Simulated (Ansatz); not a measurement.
# Zn: a slab and its surfaces, (0001), 5 layers

What do the surfaces of Zn (0001), 5 layers cost, and how tightly do they hold an electron? The runs shown use PAW. Its runs: bulk cell relaxed (PAW); bulk in the slab's orientation (PAW); the reference run (PAW); atoms relaxed (PAW); field of 0.1 V/Å along the normal (PAW); vacuum of 22 Å (PAW); core holes in 2p of Zn (PAW).

Computed with Ansatz 0.2.0 (DFT, r2SCAN, PAW with Ansatz's default frozen-core files, scalar-relativistic, unless a step's input says otherwise).

## 1. The starting structure

The structure is hexagonal, space group P6_3/mmc (No. 194). Conventional cell: a = 2.736 Å, b = 2.736 Å, c = 4.433 Å, α = 90.00°, β = 90.00°, γ = 120.00°. Zn (site symmetry -6m2) is surrounded by 12 Zn at 2.72 to 2.74 Å.

Structure file:

```xyz
2
Lattice="2.7361 0.0000 0.0000 -1.3681 2.3696 0.0000 0.0000 0.0000 4.4325" Properties=species:S:1:pos:R:3 pbc="T T T"
Zn    0.0000    1.5797    1.1081
Zn    1.3681    0.7899    3.3244
```

Atoms are numbered in the order of the input: Zn1, Zn2.

## 2. Bulk cell relaxed, PAW

File input.yaml:

```yaml
crystal:
  lattice:
    - [2.7361314921, 0.0, 0.0]
    - [-1.3680657461, 2.3695593803, 0.0]
    - [0.0, 0.0, 4.4325330173]
  atoms:
    - { symbol: Zn, position: [0.3333333333, 0.6666666667, 0.25] }
    - { symbol: Zn, position: [0.6666666667, 0.3333333333, 0.75] }
kpoints:
  mp_grid: { grid: [18, 18, 10] }
scf:
  occupations: { method: fermi_dirac, width: 0.08 }
hamiltonian:
  xc: r2scan
  pseudopotentials: { kind: paw }
output:
  forces: true
  stress: true
relax:
  f_tol: 0.005
  max_steps: 40
  cell: {}
```

The run is started by

```console
$ ansatz run input.yaml --threads 2 --pin off --max-ram 4096MiB --backend cpu --events-out ev --progress --plain --runs-dir out
```

After this run come: Bulk in the slab's orientation, PAW; Slab as cut, PAW; Atoms relaxed, PAW; Field of 0.1 V/Å along the normal, PAW; Vacuum of 22 Å, PAW; Core holes in 2p of Zn, PAW.

**Question.** What will these runs give? Wanted: surface energy; work function; outer layer spacing; core-level shifts among the layers.

As calculated:

```
                                      quantity                               value
                 surface energy (PAW, relaxed)                           0.35 J/m²
                  work function (PAW, relaxed)                             4.09 eV
                     outer layer spacing (PAW)                       2.49 → 2.42 Å
core-level shifts among the layers (PAW holes)  Zn1 -0.18, Zn2 +0.00, Zn3 +0.04 eV
```

By PAW the surface costs 0.40 J/m² as cut and 0.35 J/m² relaxed. The outermost spacing changes by -3.1 % (PAW). The field of 0.1 V/Å along the normal induces a dipole of 0.040 e·Å per cell (PAW). Vacuum of 22 Å moves the work function by less than 0.01 eV (PAW). Thickness wasn't converged, and no reconstruction was sought.
